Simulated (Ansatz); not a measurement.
# ScSbTe4: the cost of one run

Program: Ansatz 0.2.0. Level of theory: DFT PBE, scalar-relativistic, plane waves, PAW. These are calculated values, not measurements.

### Step 1. The starting structure

Symmetry: F-43m, No. 216, cubic system. The conventional cell has a = 9.273 Å, b = 9.273 Å, c = 9.273 Å, α = 90.00°, β = 90.00°, γ = 90.00°. Sc (site symmetry -43m) is surrounded by 12 Te at 3.84 Å and 4 Sb at 4.02 Å. Sb (site symmetry -43m) is surrounded by 12 Te at 3.84 Å and 4 Sc at 4.02 Å. Te (site symmetry 3m) is surrounded by 6 Te at 3.27 to 3.28 Å and 3 Sb at 3.84 Å and 3 Sc at 3.84 Å.

Structure file:

```
Sc Sb Te
1.0
     0.00000    4.63650    4.63650
     4.63650    0.00000    4.63650
     4.63650    4.63650    0.00000
Sc Sb Te
1 1 4
Direct
  0.00000 0.00000 0.00000
  0.75000 0.75000 0.75000
  0.87449 0.37517 0.37517
  0.37517 0.37517 0.37517
  0.37517 0.87449 0.37517
  0.37517 0.37517 0.87449
```

A structure generator made this guess: species swapped into a database cell of PrHoAl4 (F-43m, No. 216), with Sc on the Pr sites, Sb on the Ho sites and Te on the Al sites. Its size is a rough estimate.

### Step 2. A first look at the guess

input.yaml reads:

```yaml
crystal:
  lattice:
    - [0.0, 4.63649686, 4.63649686]
    - [4.63649686, 0.0, 4.63649686]
    - [4.63649686, 4.63649686, 0.0]
  atoms:
    - { symbol: Sc, position: [0.0, 0.0, 0.0] }
    - { symbol: Sb, position: [0.75, 0.75, 0.75] }
    - { symbol: Te, position: [0.87449414, 0.37516862, 0.37516862] }
    - { symbol: Te, position: [0.37516862, 0.37516862, 0.37516862] }
    - { symbol: Te, position: [0.37516862, 0.87449414, 0.37516862] }
    - { symbol: Te, position: [0.37516862, 0.37516862, 0.87449414] }
basis:
  ecutwfc: 420
kpoints:
  mp_grid: { grid: [4, 4, 4] }
hamiltonian:
  xc: pbe
scf:
  occupations: { method: gaussian, width: 0.1 }
  lower_state_search: "off"
output:
  forces: true
  stress: true
  eigenvalues: true
```

Run with:

```console
> ansatz run input.yaml --threads 1 --pin off --max-ram 2560MiB --backend cpu --events-out ev --progress --plain --runs-dir out
```

What time and memory should one allow on 1 thread of Intel Xeon at 2.50GHz (Skylake/Cascade Lake), shared host?

About 13 s, with a peak of 0.46 GiB.
